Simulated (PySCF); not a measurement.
# C3H7FGeSe: spin-spin couplings

What spin-spin couplings should C3H7FGeSe (`C[C@@H]1[GeH2][C@@H](F)[Se]1`) show?

Computed with PySCF 2.14.0, with density-fitted response routines of our own, on a single molecule in the gas phase. Atoms count from 0, in the outputs and in this text.

### 1 The starting structure

13 atoms, charge 0, multiplicity 1; geometry from: GFN2-xTB.

Bonds of the start (Å): C0–C1 1.51, C1–Ge2 2.00, Ge2–C3 2.00, C3–F4 1.37, C3–Se5 1.98, Se5–C1 2.02, C0–H6 1.09, C0–H7 1.09, C0–H8 1.09, C1–H9 1.09, Ge2–H10 1.51, Ge2–H11 1.51, C3–H12 1.09.

### 2 Indirect couplings: B3LYP/pcSseg-1+pcJ-1

Job settings and geometry (Å):

```
{"job": {"kind": "j", "xc": "B3LYP", "basis": "pcJ-1"}, "charge": 0, "multiplicity": 1}
C     -1.983577    -0.275998    -0.142415
C     -0.666176     0.045020     0.530276
Ge     0.780987     0.904344    -0.557641
C      1.984723    -0.512506     0.183330
F      2.756976    -0.006886     1.200227
Se     0.471313    -1.579664     0.896978
H     -2.532131     0.646066    -0.335859
H     -1.817508    -0.786715    -1.090056
H     -2.595927    -0.917444     0.491116
H     -0.836491     0.540327     1.488804
H      1.233577     2.299146    -0.198647
H      0.560851     0.768251    -2.042509
H      2.638993    -1.123454    -0.441330
```

With the program's defaults for keys left out, this is: B3LYP/pcJ-1 Ge:pcSseg-1 Se:pcSseg-1 indirect spin-spin coupling, non-relativistic, gas phase.

Command:

```console
$ OMP_NUM_THREADS=1 python probes_run.py task.json out
```

The driver reads the jobs from task.json and runs them one after another.

Log:

```text
coarse grid: 52896 points
cycle   1  E = -4696.4142775003  dE = -1.167e+00  |g| = 1.250e+00  |ddm| = 3.302e+00
cycle   2  E = -4696.3122571947  dE =  1.020e-01  |g| = 1.353e+00  |ddm| = 1.270e+00
cycle   3  E = -4696.5101680250  dE = -1.979e-01  |g| = 2.901e-01  |ddm| = 9.548e-01
cycle   4  E = -4696.5231146757  dE = -1.295e-02  |g| = 9.970e-02  |ddm| = 2.474e-01
cycle   5  E = -4696.5247809944  dE = -1.666e-03  |g| = 2.308e-02  |ddm| = 8.614e-02
cycle   6  E = -4696.5248692016  dE = -8.821e-05  |g| = 6.705e-03  |ddm| = 2.306e-02
cycle   7  E = -4696.5248782928  dE = -9.091e-06  |g| = 1.952e-03  |ddm| = 7.273e-03
final grid: 108944 points
cycle   8  E = -4696.5249142363  dE =  1.293e-06  |g| = 3.042e-03  |ddm| = 4.442e-03
cycle   9  E = -4696.5249096336  dE =  4.603e-06  |g| = 5.263e-03  |ddm| = 7.268e-03
cycle  10  E = -4696.5249162393  dE = -6.606e-06  |g| = 4.042e-04  |ddm| = 4.863e-03
cycle  11  E = -4696.5249162641  dE = -2.487e-08  |g| = 6.876e-05  |ddm| = 3.165e-04
cycle  12  E = -4696.5249162650  dE = -8.167e-10  |g| = 8.289e-06  |ddm| = 5.201e-05
converged SCF energy = -4696.5249162650

Indirect spin-spin couplings (Hz)
  i      j    bonds     total        FC       PSO       DSO        SD
  0 C    1 C    1     34.683    35.272    -0.922     0.334         -
  0 C    3 C    3      6.503     6.613    -0.038    -0.071         -
  0 C    4 F    4      4.420     4.724     0.136    -0.364    -0.077
  0 C    6 H    1    130.784   128.774     1.181     0.829         -
  0 C    7 H    1    136.089   134.173     1.001     0.915         -
  0 C    8 H    1    136.007   134.081     1.083     0.843         -
  0 C    9 H    2     -1.802    -2.025     0.116     0.106         -
  0 C   10 H    3      0.281     0.623     0.168    -0.510         -
  0 C   11 H    3      1.764     1.692    -0.026     0.098         -
  0 C   12 H    4      0.576     0.750     0.191    -0.365         -
  1 C    3 C    2      3.809     3.903    -0.183     0.089         -
  1 C    4 F    3      0.005     0.535    -0.150    -0.081    -0.299
  1 C    6 H    2     -0.622    -1.039     0.152     0.266         -
  1 C    7 H    2     -5.572    -5.824    -0.073     0.326         -
  1 C    8 H    2     -5.102    -5.410     0.058     0.249         -
  1 C    9 H    1    154.141   152.311     0.151     1.679         -
  1 C   10 H    2      7.353     7.769     0.190    -0.606         -
  1 C   11 H    2      5.650     5.951     0.153    -0.454         -
  1 C   12 H    3      8.970     9.194     0.224    -0.447         -
  3 C    4 F    1   -320.435  -338.944     3.882     1.377    13.251
  3 C    6 H    4     -0.361    -0.146     0.163    -0.378         -
  3 C    9 H    3      0.258     0.414    -0.074    -0.082         -
  3 C   10 H    2      3.262     3.536     0.158    -0.432         -
  3 C   11 H    2     10.068    10.373     0.072    -0.377         -
  3 C   12 H    1    180.672   179.508    -0.659     1.822         -
  4 F    6 H    5      1.162     1.589     0.935    -1.285    -0.075
  4 F    8 H    5     -0.244     0.088     1.040    -1.333    -0.039
  4 F    9 H    4     -0.557    -0.929     0.527     0.073    -0.228
  4 F   10 H    3      3.242     2.482     0.394     0.488    -0.122
  4 F   11 H    3     17.807    19.423     1.033    -2.762     0.113
  4 F   12 H    2     61.640    56.611     7.626     0.103    -2.699
  6 H    7 H    2    -13.123   -13.874     2.689    -1.938         -
  6 H    8 H    2    -14.102   -14.735     2.778    -2.146         -
  6 H    9 H    3      4.139     3.404     0.351     0.383         -
  6 H   10 H    4     -0.198     0.468     0.207    -0.873         -
  6 H   11 H    4      0.154    -0.068    -0.071     0.293         -
  6 H   12 H    5     -0.439     0.166     0.985    -1.591         -
  7 H    8 H    2    -12.502   -13.295     2.658    -1.865         -
  7 H    9 H    3     16.777    16.250     2.609    -2.082         -
  7 H   10 H    4     -1.438     0.215     0.836    -2.490         -
  7 H   11 H    4      0.922    -0.053    -0.971     1.946         -
  8 H    9 H    3      6.043     5.314     0.286     0.443         -
  8 H   10 H    4      2.143     3.023     1.058    -1.937         -
  8 H   11 H    4     -0.537    -0.403     1.004    -1.138         -
  8 H   12 H    5     -0.531     0.138     0.930    -1.600         -
  9 H   10 H    3     -0.037     0.154    -0.031    -0.159         -
  9 H   11 H    3      2.893     4.841     1.449    -3.397         -
  9 H   12 H    4     -0.829     0.044     1.498    -2.371         -
 10 H   11 H    2     18.774    22.319     1.111    -4.657         -
 10 H   12 H    3     -1.185     0.039     1.157    -2.381         -
 11 H   12 H    3     -0.201    -0.198     0.045    -0.047         -
```

Wall time 1.7 min (1 thread of Arm Neoverse V1, shared host); peak memory 1.1 GiB.

Couplings of 1 Hz or more, nine at most for each number of bonds, with means over like pairs (isotopes 13C, 19F, 1H):

| pair | bonds | J (Hz) | Fermi contact (Hz) | dihedral (°) |
| --- | --- | --- | --- | --- |
| C3–F4 | 1 | -320.4 | -338.9 | – |
| C3–H12 | 1 | 180.7 | 179.5 | – |
| C1–H9 | 1 | 154.1 | 152.3 | – |
| C0–H6 | 1 | 134.3 | 132.3 | – |
| C0–C1 | 1 | 34.7 | 35.3 | – |
| F4–H12 | 2 | 61.6 | 56.6 | – |
| H10–H11 | 2 | 18.8 | 22.3 | – |
| H6–H7 | 2 | -13.2 | -14.0 | – |
| C3–H11 | 2 | 10.1 | 10.4 | – |
| C1–H10 | 2 | 7.4 | 7.8 | – |
| C1–H11 | 2 | 5.7 | 6.0 | – |
| C1–C3 | 2 | 3.8 | 3.9 | – |
| C1–H6 | 2 | -3.8 | -4.1 | – |
| C3–H10 | 2 | 3.3 | 3.5 | – |
| F4–H11 | 3 | 17.8 | 19.4 | 145 |
| H6–H9 | 3 | 9.0 | 8.3 | – |
| C1–H12 | 3 | 9.0 | 9.2 | – |
| C0–C3 | 3 | 6.5 | 6.6 | – |
| F4–H10 | 3 | 3.2 | 2.5 | 18 |
| H9–H11 | 3 | 2.9 | 4.8 | -149 |
| C0–H11 | 3 | 1.8 | 1.7 | -18 |
| H10–H12 | 3 | -1.2 | 0.0 | -110 |
| C0–F4 | 4 | 4.4 | 4.7 | – |

The spin-dipole term was solved for some atoms only; pairs without it lack that part.

The response was solved for the nuclei of C, F, H alone, so couplings that need other nuclei can be missing.

Quadrupole couplings from the field gradients of the same density:

| atom | isotope | eQq/h (MHz) | η |
| --- | --- | --- | --- |
| Ge2 | 73Ge | -37.4 | 0.37 |

### 3 Results

| quantity | value |
| --- | --- |
| largest coupling of the table (B3LYP/pcSseg-1+pcJ-1) | ¹J(C,F) C3–F4, -320.4 Hz |

In words: In the run at B3LYP/pcSseg-1+pcJ-1, the largest coupling of the table is C3–F4, -320.4 Hz, of which the Fermi-contact term gives -338.9 Hz. Couplings across rotatable bonds belong to this one conformer; where others are populated, the observed values are averages. Spin-orbit coupling is left out, which matters for shieldings and couplings at and beside the heavy atoms.
